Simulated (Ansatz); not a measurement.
# CH4FSeSn radical: small, medium and large basis sets

One table from this session's results is given with a row withheld; the runs are named, their logs left out.

Program: Ansatz 0.2.0, Gaussian basis. Level of theory: one geometry, several basis sets. These are calculated values, not measurements.

Levels to be run: PBE0-D4/def2-SVP; ωB97M-V/def2-SVP; PBE0-D4/def2-QZVPP; ωB97M-V/def2-QZVPP; the functionals' def2-TZVPP values are taken from earlier runs.

## The geometry

The geometry comes from an earlier relaxation with PBE0-D4 in a triple-zeta def2 set; it is a stationary point, not always the lowest conformer. Sn takes the def2 core potential; no spin-orbit term is included.

SMILES `[CH3][Sn]([F])[SeH]`, 8 atoms, charge 0, spin multiplicity 2.

Atoms are counted from 1 here; the program's logs count them from 0.

Bond lengths: C1–Sn2 2.168 Å, C1–H5 1.089 Å, C1–H6 1.088 Å, C1–H7 1.091 Å, Sn2–F3 1.941 Å, Sn2–Se4 2.559 Å, Se4–H8 1.470 Å. Angles: Sn2–C1–H5 109.3°, Sn2–C1–H6 109.5°, Sn2–C1–H7 105.8°, H5–C1–H6 110.6°, H5–C1–H7 110.9°, H6–C1–H7 110.6°, C1–Sn2–F3 103.0°, C1–Sn2–Se4 109.9°, F3–Sn2–Se4 102.7°, Sn2–Se4–H8 89.2°.

Set-up of the first run:

in.yaml reads:

```yaml
crystal:
  periodic: [false, false, false]
  atoms:
    - {symbol: C, position_ang: [-0.211999, 1.391365, -0.441325]}
    - {symbol: Sn, position_ang: [-0.216427, -0.288931, 0.928543]}
    - {symbol: F, position_ang: [1.666593, -0.522341, 1.337690]}
    - {symbol: Se, position_ang: [-0.786404, -2.440037, -0.334763]}
    - {symbol: H, position_ang: [-1.165061, 1.428302, -0.967495]}
    - {symbol: H, position_ang: [-0.044648, 2.312394, 0.114062]}
    - {symbol: H, position_ang: [0.608368, 1.207210, -1.135843]}
    - {symbol: H, position_ang: [0.241678, -3.145061, 0.443331]}
basis:
  gaussian: {orbitals: def2-SVP}
magnetization: {spin_polarized: true, initial_magnetization: 1}
hamiltonian: {xc: pbe0, dispersion: d4}
output: {orbitals: {seedname: orbitals}}
```

The run is started by

```
> ansatz run in.yaml --threads 2 --pin off --events-out ev --progress --plain --max-ram 32768MiB --backend cpu
```

Steps of the session up to this table: PBE0-D4 in def2-SVP; ωB97M-V in def2-SVP; PBE0-D4 in def2-QZVPP; ωB97M-V in def2-QZVPP.

One table of the session follows, with a row left open; its other results are not shown here.

It belongs to the step «Functionals by basis». 

| functional | basis | HOMO (eV) | LUMO (eV) |
| --- | --- | --- | --- |
| PBE0-D4 | def2-SVP | ? | ? |
| PBE0-D4 | def2-TZVPP | -6.32 | -3.68 |
| PBE0-D4 | def2-QZVPP | -6.34 | -3.70 |
| ωB97M-V | def2-SVP | -8.15 | -1.83 |
| ωB97M-V | def2-TZVPP | -8.29 | -2.00 |
| ωB97M-V | def2-QZVPP | -8.31 | -2.05 |

Q: Estimate the row for PBE0-D4, def2-SVP from the others.

The run gave: HOMO (eV): -6.19; LUMO (eV): -3.57. In the column «HOMO (eV)» it is the highest.
